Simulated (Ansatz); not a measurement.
Wanted: the native input for an Ansatz 0.2.0 run.

```yaml
Task: relaxation of cell and atoms
Functional: PBE
Potentials_or_basis: Ansatz PAW
Cutoff: "420 eV (not typed: the program's choice for these potentials)"
k_mesh: 7 × 7 × 7
Occupations: fermi-dirac, width 0.05 eV
Spin: no spin polarisation
```

Crystal: BiTe.

```
Bi Te
1.0
     2.42271    1.39875    3.31729
    -2.42271    1.39875    3.31729
     0.00000   -2.79750    3.31729
Bi Te
1 1
Direct
  0.50000 0.50000 0.50000
  0.00000 0.00000 0.00000
```

The cell comes from a database or a generator and needn't be the stable form of this composition.

One way to write it, as run:

input.yaml

```yaml
crystal:
  lattice:
    - [2.4227077728, 1.3987509848, 3.3172919545]
    - [-2.4227077728, 1.3987509848, 3.3172919545]
    - [0.0, -2.7975019696, 3.3172919545]
  atoms:
    - { symbol: Bi, position: [0.5, 0.5, 0.5] }
    - { symbol: Te, position: [0.0, 0.0, 0.0] }
hamiltonian:
  xc: pbe
  pseudopotentials: { kind: paw }
kpoints:
  mp_grid: { grid: [7, 7, 7] }
scf:
  occupations: { method: fermi_dirac, width: 0.05 }
output:
  forces: true
  stress: true
  eigenvalues: true
relax:
  f_tol: 0.01
  max_steps: 40
  cell: { stress_tol: 0.05 }
```

Potentials or basis: Ansatz PAW.

Run with:

```sh
$ ansatz run input.yaml --threads 2 --pin off --max-ram 5632MiB --backend cpu --events-out ev --progress --plain --runs-dir out
```

Results of the run:

```yaml
Relaxed_volume: 33.82 Å³/atom
Relaxed_cell: a = 4.342 Å, b = 4.342 Å, c = 4.342 Å, α = 67.94°, β = 67.94°, γ = 67.94°
Space_group_after_relaxing_to_0.05_Å: R-3m (No. 166)
Energy_gained_by_relaxing: 0.1 meV/atom
Ionic_steps: 4
Pressure_after_relaxing: 0.0 GPa
Band_gap_on_the_k_mesh: none (metal or under the smearing width)
```

Caveat: the plane-wave basis is chosen anew once the cell has moved, so the energies of steps on either side of that aren't comparable; spin-orbit coupling is left out, which moves the levels of the heavy elements.

Run time: 19 s on 2 threads of Intel(R) Xeon(R) Processor @ 2.50GHz (Skylake/Cascade Lake), on a shared host, peak memory 0.41 GiB.
